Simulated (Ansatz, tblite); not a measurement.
# C₁₂H₁₀O₂: a ladder of methods and basis sets

One table from this session's results is given with a row withheld; the runs are named, their logs left out.

Computed with Ansatz 0.2.0, Gaussian basis. Level: as each input shows.

Levels to be run: GFN1-xTB, GFN2-xTB, PBE-D4/def2-TZVP, r2SCAN-D4/def2-TZVP, BHLYP-D4/def2-TZVP, revPBE-D4/def2-TZVP, PBE-D4/def2-SVP, PBE0-D4/def2-SVP, HF/STO-3G, HF/6-31G, B3LYP-D4/6-31G, MP2/def2-SVP.

4 further runs of the same task are left out: 4 that didn't finish. Runs told in other sessions of the task aren't counted.

## The structure

The singlet was relaxed beforehand with PBE-D4/def2-SVP.

SMILES `Oc1ccc(Oc2ccccc2)cc1`, 24 atoms, charge 0, spin multiplicity 1.

Bond lengths: O1–C2 1.363 Å, O1–H15 0.975 Å, C2–C3 1.409 Å, C2–C14 1.410 Å, C3–C4 1.399 Å, C3–H16 1.100 Å, C4–C5 1.405 Å, C4–H17 1.100 Å, C5–O6 1.383 Å, C5–C13 1.405 Å, O6–C7 1.376 Å, C7–C8 1.407 Å, C7–C12 1.408 Å, C8–C9 1.401 Å, C8–H18 1.100 Å, C9–C10 1.405 Å, C9–H19 1.101 Å, C10–C11 1.404 Å and more. Angles: C2–O1–H15 108.4°, O1–C2–C3 117.9°, O1–C2–C14 122.8°, C3–C2–C14 119.3°, C2–C3–C4 120.2°, C2–C3–H16 118.7°, C4–C3–H16 121.1°, C3–C4–C5 120.2°, C3–C4–H17 121.0°, C5–C4–H17 118.8°, C4–C5–O6 118.1°, C4–C5–C13 120.0°, O6–C5–C13 121.8°, C5–O6–C7 120.1°, O6–C7–C8 116.4°, O6–C7–C12 123.2°, C8–C7–C12 120.3°, C7–C8–C9 119.7° and more.

PBE0-D4/def2-TZVP was run before; its log isn't repeated, and its numbers join the tables.

Set-up of the first run:

Tight binding, by tblite at 300 K electronic temperature and without a spin-polarisation term:

```python
tblite.interface.Calculator('GFN1-xTB', numbers, positions, charge=0, uhf=0).singlepoint()
```

Tight binding, by tblite at 300 K electronic temperature and without a spin-polarisation term:

```python
tblite.interface.Calculator('GFN2-xTB', numbers, positions, charge=0, uhf=0).singlepoint()
```

start.molden holds the orbitals of an earlier run on this state, given as this run's starting guess.

Input file in.yaml:

```yaml
crystal:
  periodic: [false, false, false]
  atoms:
    - {symbol: O, position_ang: [-4.464727, -1.540564, -1.149560]}
    - {symbol: C, position_ang: [-3.335150, -1.027406, -0.584892]}
    - {symbol: C, position_ang: [-2.943286, -1.525218, 0.673928]}
    - {symbol: C, position_ang: [-1.787765, -1.037802, 1.294416]}
    - {symbol: C, position_ang: [-1.016951, -0.042233, 0.671378]}
    - {symbol: O, position_ang: [0.069545, 0.466590, 1.359670]}
    - {symbol: C, position_ang: [1.297780, 0.550011, 0.746082]}
    - {symbol: C, position_ang: [2.194545, 1.501876, 1.265874]}
    - {symbol: C, position_ang: [3.482439, 1.609310, 0.725347]}
    - {symbol: C, position_ang: [3.883376, 0.778047, -0.334258]}
    - {symbol: C, position_ang: [2.982474, -0.171061, -0.842988]}
    - {symbol: C, position_ang: [1.690606, -0.294284, -0.310145]}
    - {symbol: C, position_ang: [-1.404810, 0.465967, -0.579928]}
    - {symbol: C, position_ang: [-2.556108, -0.029738, -1.205744]}
    - {symbol: H, position_ang: [-4.610395, -1.095686, -2.005213]}
    - {symbol: H, position_ang: [-3.559473, -2.301690, 1.150337]}
    - {symbol: H, position_ang: [-1.467425, -1.418540, 2.275049]}
    - {symbol: H, position_ang: [1.857825, 2.144185, 2.092534]}
    - {symbol: H, position_ang: [4.179230, 2.357174, 1.134501]}
    - {symbol: H, position_ang: [4.893917, 0.868512, -0.759999]}
    - {symbol: H, position_ang: [3.288926, -0.835922, -1.665543]}
    - {symbol: H, position_ang: [0.989616, -1.044723, -0.702547]}
    - {symbol: H, position_ang: [-0.804426, 1.252178, -1.060890]}
    - {symbol: H, position_ang: [-2.859742, 0.371026, -2.187440]}
basis:
  gaussian: {orbitals: def2-TZVP, initial_orbitals: start.molden}
hamiltonian: {xc: pbe, dispersion: d4}
scf: {omitted_lower_state_checks: [starts]}
output: {forces: true, orbitals: {seedname: orbitals}}
```

Started as:

```console
ansatz run in.yaml --threads 4 --pin off --events-out ev --progress --plain --max-ram 6963MiB
```

Steps of the session up to this table: PBE-D4/def2-TZVP; r2SCAN-D4/def2-TZVP; BHLYP-D4/def2-TZVP; revPBE-D4/def2-TZVP; PBE-D4/def2-SVP; PBE0-D4/def2-SVP; HF/STO-3G; HF/6-31G; B3LYP-D4/6-31G; MP2/def2-SVP.

One of the session's tables, all rows but one given; the rest of the session is left out.

It belongs to the step «Binding energy». 

```
              level  binding an atom (eV)
          HF/STO-3G                 4.156
           HF/6-31G                 3.439
        HF/def2-SVP                 3.760
    PBE-D4/def2-SVP                 5.384
   PBE-D4/def2-TZVP                 5.299
revPBE-D4/def2-TZVP                     ?
r2SCAN-D4/def2-TZVP                 5.124
     B3LYP-D4/6-31G                 4.952
   PBE0-D4/def2-SVP                 5.253
  PBE0-D4/def2-TZVP                 5.168
 BHLYP-D4/def2-TZVP                 4.889
       MP2/def2-SVP                 5.025
```

Q: Estimate the row for revPBE-D4/def2-TZVP from the others.

As computed: binding an atom (eV): 5.155. In the column «binding an atom (eV)» it lies between r2SCAN-D4/def2-TZVP (5.124) and PBE0-D4/def2-TZVP (5.168).

To keep in mind: Free atoms were run apart at each level; binding is atoms less cluster, divided by the number of atoms, without zero-point or spin-orbit terms.
